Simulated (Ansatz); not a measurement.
# LaAs: the cost of one run

Method: DFT PBEsol, scalar-relativistic, in Ansatz 0.2.0.

### Step 1. Starting point

Symmetry: Fm-3m, No. 225, cubic system. Conventional cell: a = 6.125 Å, b = 6.125 Å, c = 6.125 Å, α = 90.00°, β = 90.00°, γ = 90.00°. La (site symmetry m-3m) is surrounded by 6 As at 3.06 Å. As (site symmetry m-3m) is surrounded by 6 La at 3.06 Å.

Coordinates:

```
La As
1.0
     0.00000    3.06250    3.06250
     3.06250    0.00000    3.06250
     3.06250    3.06250    0.00000
La As
1 1
Direct
  0.00000 0.00000 0.00000
  0.50000 0.50000 0.50000
```

Atoms are numbered in the order of the input: La1, As2.

### Step 2. After the deformation

Space group Fm-3m before, I4/mmm after.

### Step 3. Full-potential LAPW

input.yaml reads:

```yaml
crystal:
  lattice:
    - [0.0, 3.00125, 3.0625]
    - [3.00125, 0.0, 3.0625]
    - [3.00125, 3.00125, 0.0]
  atoms:
    - { symbol: La, position: [0.0, 0.0, 0.0] }
    - { symbol: As, position: [0.5, 0.5, 0.5] }
kpoints:
  mp_grid: { grid: [12, 12, 12] }
  band_path:
    path:
      - [0.0, 0.0, 0.0]
      - [0.0, 0.5, 0.5]
      - [0.25, 0.75, 0.5]
      - [0.0, 0.5, 0.0]
      - [0.0, 0.0, 0.0]
      - [0.5, 0.5, 0.0]
      - [0.37005, 0.62995, 0.0]
      - [-0.37005, 0.37005, 0.0]
      - [0.0, 0.0, 0.0]
    npoints: 5
scf:
  occupations: { method: fermi_dirac, width: 0.05 }
hamiltonian:
  xc: pbesol
  pseudopotentials: { kind: all_electron, lapw: { basis_error: 0.001 } }
output:
  forces: true
  stress: true
  eigenvalues: true
```

The run is started by

```
> ansatz run input.yaml --threads 1 --pin off --max-ram 3072MiB --backend cpu --events-out ev --progress --plain --runs-dir out
```

**Question.** How long does this run take on 1 thread of Arm Neoverse V2, shared host, and how much memory does it need?

About 45 s, with a peak of 0.57 GiB.
